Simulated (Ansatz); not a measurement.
# C8H8O3: one species, many methods

An exercise on one series of results from a longer session: the logs are not shown, and one member is left open.

Program: Ansatz 0.2.0, Gaussian basis. Level of theory: functionals in def2-TZVPP, the program's frozen cores in correlated methods. These are calculated values, not measurements.

Plan: LDA (SPW92), PBE-D4, revPBE-D4, BLYP-D4, r2SCAN-D4, B97M-V, PBE0-D4, B3LYP-D4, r2SCANh-D4, r2SCAN0-D4, HSE06-D4, BHLYP-D4, CAM-B3LYP-D4, LC-ωPBE, ωB97X-V, ωB97M-V, B2PLYP, PBE-QIDH; CCSD(T)/def2-SVP; CCSD(T)/def2-TZVPP; MP2/def2-QZVPP; extrapolation to the limit; RPA on PBE.

### Structure used throughout

The geometry comes from an earlier relaxation with PBE0-D4 in a triple-zeta def2 set; it is a stationary point, not always the lowest conformer.

SMILES `COc1ccc(C(=O)O)cc1`, 19 atoms, charge 0, spin multiplicity 1.

Atoms are counted from 1 here; the program's logs count them from 0.

Bond lengths: C1–O2 1.409 Å, C1–H12 1.095 Å, C1–H13 1.095 Å, C1–H14 1.088 Å, O2–C3 1.345 Å, C3–C4 1.397 Å, C3–C11 1.393 Å, C4–C5 1.374 Å, C4–H15 1.083 Å, C5–C6 1.396 Å, C5–H16 1.083 Å, C6–C7 1.472 Å, C6–C10 1.389 Å, C7–O8 1.205 Å, C7–O9 1.348 Å, O9–H17 0.966 Å, C10–C11 1.385 Å, C10–H18 1.082 Å and more. Angles: O2–C1–H12 111.4°, O2–C1–H13 111.4°, O2–C1–H14 106.1°, H12–C1–H13 109.3°, H12–C1–H14 109.3°, H13–C1–H14 109.3°, C1–O2–C3 118.2°, O2–C3–C4 115.9°, O2–C3–C11 124.2°, C4–C3–C11 119.9°, C3–C4–C5 120.0°, C3–C4–H15 118.5°, C5–C4–H15 121.5°, C4–C5–C6 120.6°, C4–C5–H16 120.9°, C6–C5–H16 118.5°, C5–C6–C7 118.3°, C5–C6–C10 119.2° and more.

Coordinates:

```xyz
19

C     1.3638   -2.1894   -2.2311
O     0.2535   -1.3226   -2.2278
C     0.0242   -0.5871   -1.1249
C    -1.0893    0.2552   -1.1745
C    -1.4022    1.0447   -0.0937
C    -0.6159    1.0145    1.0593
C    -0.9959    1.8805    2.1873
O    -1.9445    2.6241    2.1989
O    -0.1670    1.7709    3.2447
C     0.4898    0.1751    1.1028
C     0.8159   -0.6253    0.0208
H     1.2817   -2.9471   -1.4450
H     2.3015   -1.6382   -2.1060
H     1.3623   -2.6790   -3.2030
H    -1.6893    0.2673   -2.0761
H    -2.2621    1.7028   -0.1168
H    -0.5118    2.3775    3.9135
H     1.1038    0.1468    1.9938
H     1.6815   -1.2708    0.0780
```

The first run:

Contents of in.yaml:

```yaml
crystal:
  periodic: [false, false, false]
  atoms:
    - {symbol: C, position_ang: [1.363833, -2.189378, -2.231109]}
    - {symbol: O, position_ang: [0.253450, -1.322567, -2.227783]}
    - {symbol: C, position_ang: [0.024165, -0.587092, -1.124854]}
    - {symbol: C, position_ang: [-1.089324, 0.255211, -1.174505]}
    - {symbol: C, position_ang: [-1.402177, 1.044653, -0.093695]}
    - {symbol: C, position_ang: [-0.615866, 1.014511, 1.059343]}
    - {symbol: C, position_ang: [-0.995903, 1.880500, 2.187271]}
    - {symbol: O, position_ang: [-1.944524, 2.624079, 2.198868]}
    - {symbol: O, position_ang: [-0.167044, 1.770890, 3.244684]}
    - {symbol: C, position_ang: [0.489825, 0.175138, 1.102766]}
    - {symbol: C, position_ang: [0.815901, -0.625297, 0.020786]}
    - {symbol: H, position_ang: [1.281717, -2.947067, -1.445038]}
    - {symbol: H, position_ang: [2.301515, -1.638158, -2.106045]}
    - {symbol: H, position_ang: [1.362280, -2.678984, -3.203045]}
    - {symbol: H, position_ang: [-1.689253, 0.267282, -2.076140]}
    - {symbol: H, position_ang: [-2.262137, 1.702832, -0.116779]}
    - {symbol: H, position_ang: [-0.511781, 2.377450, 3.913529]}
    - {symbol: H, position_ang: [1.103794, 0.146772, 1.993783]}
    - {symbol: H, position_ang: [1.681541, -1.270775, 0.077974]}
basis:
  gaussian: {orbitals: def2-TZVPP}
hamiltonian: {xc: lda}
output: {orbitals: {seedname: orbitals}}
```

The run is started by

```console
$ ansatz run in.yaml --threads 4 --pin off --events-out ev --progress --plain --max-ram 46080MiB --backend cuda --devices 0, --max-vram 37GiB
```

Steps of the session up to this table: LDA; PBE-D4 (GGA); revPBE-D4 (GGA); BLYP-D4 (GGA); r2SCAN-D4 (meta-GGA); B97M-V (meta-GGA); PBE0-D4 (hybrid); B3LYP-D4 (hybrid); r2SCANh-D4 (hybrid); r2SCAN0-D4 (hybrid); HSE06-D4 (hybrid); BHLYP-D4 (hybrid); CAM-B3LYP-D4 (range-separated); LC-ωPBE (range-separated); ωB97X-V (range-separated); ωB97M-V (range-separated); B2PLYP (double hybrid); PBE-QIDH (double hybrid).

One of the session's tables, all rows but one given; the rest of the session is left out.

It belongs to the step «Orbital energies across the functionals». 

| functional | HOMO (eV) | gap (eV) |
| --- | --- | --- |
| LDA (SPW92) | -6.00 | 3.76 |
| PBE-D4 | -5.79 | 3.81 |
| revPBE-D4 | -5.71 | 3.83 |
| BLYP-D4 | -5.63 | 3.80 |
| r2SCAN-D4 | -5.98 | 4.14 |
| B97M-V | ? | ? |
| PBE0-D4 | -6.83 | 5.70 |
| B3LYP-D4 | -6.63 | 5.30 |
| r2SCANh-D4 | -6.38 | 4.85 |
| r2SCAN0-D4 | -6.98 | 5.92 |
| HSE06-D4 | -6.45 | 4.94 |
| BHLYP-D4 | -7.72 | 7.60 |
| CAM-B3LYP-D4 | -8.01 | 7.94 |
| LC-ωPBE | -9.21 | 10.16 |
| ωB97X-V | -8.91 | 9.86 |
| ωB97M-V | -8.85 | 9.75 |

Q: Estimate the row for B97M-V from the others.

As computed: HOMO (eV): -5.99; gap (eV): 4.25. In the column «HOMO (eV)» it lies between LDA (SPW92) (-6.00) and r2SCAN-D4 (-5.98).
